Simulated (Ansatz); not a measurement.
# CuMo3: the cost of one run

Method: DFT PBE, scalar-relativistic, plane waves, PAW, in Ansatz 0.2.0.

1 further run of the same task is left out (it didn't finish).

## (1) The starting structure

It takes space group Fm-3m (No. 225, cubic). Conventional cell: a = 6.713 Å, b = 6.713 Å, c = 6.713 Å, α = 90.00°, β = 90.00°, γ = 90.00°. Cu (site symmetry m-3m) has 8 Mo at 2.91 Å as nearest neighbours. Around Mo (site symmetry -43m) lie 4 Cu at 2.91 Å and 4 Mo at 2.91 Å. Mo (site symmetry m-3m) has 8 Mo at 2.91 Å as nearest neighbours.

As a file:

```xyz
4
Lattice="0.0000 3.3567 3.3567 3.3567 0.0000 3.3567 3.3567 3.3567 0.0000" Properties=species:S:1:pos:R:3 pbc="T T T"
Cu    0.0000    0.0000    0.0000
Mo    1.6784    1.6784    1.6784
Mo    5.0351    5.0351    5.0351
Mo    3.3567    3.3567    3.3567
```

Recipe of the guess: species swapped into a database cell of Li3Sn (Fm-3m, No. 225), with Mo on the Li sites and Cu on the Sn sites. The dimensions are guesses.

## (2) Probe: one point on a coarse mesh

input.yaml reads:

```yaml
crystal:
  lattice:
    - [0.0, 3.35671329, 3.35671329]
    - [3.35671329, 0.0, 3.35671329]
    - [3.35671329, 3.35671329, 0.0]
  atoms:
    - { symbol: Cu, position: [0.0, 0.0, 0.0] }
    - { symbol: Mo, position: [0.25, 0.25, 0.25] }
    - { symbol: Mo, position: [0.75, 0.75, 0.75] }
    - { symbol: Mo, position: [0.5, 0.5, 0.5] }
basis:
  ecutwfc: 420
kpoints:
  mp_grid: { grid: [4, 4, 4] }
hamiltonian:
  xc: pbe
scf:
  occupations: { method: gaussian, width: 0.1 }
  lower_state_search: "off"
output:
  forces: true
  stress: true
  eigenvalues: true
```

On the command line:

```bash
$ ansatz run input.yaml --threads 1 --pin off --max-ram 2560MiB --backend cpu --events-out ev --progress --plain --runs-dir out
```

What time and memory should one allow on 1 thread of Arm Neoverse V1, shared host?

About 1.5 s, with a peak of 0.32 GiB.
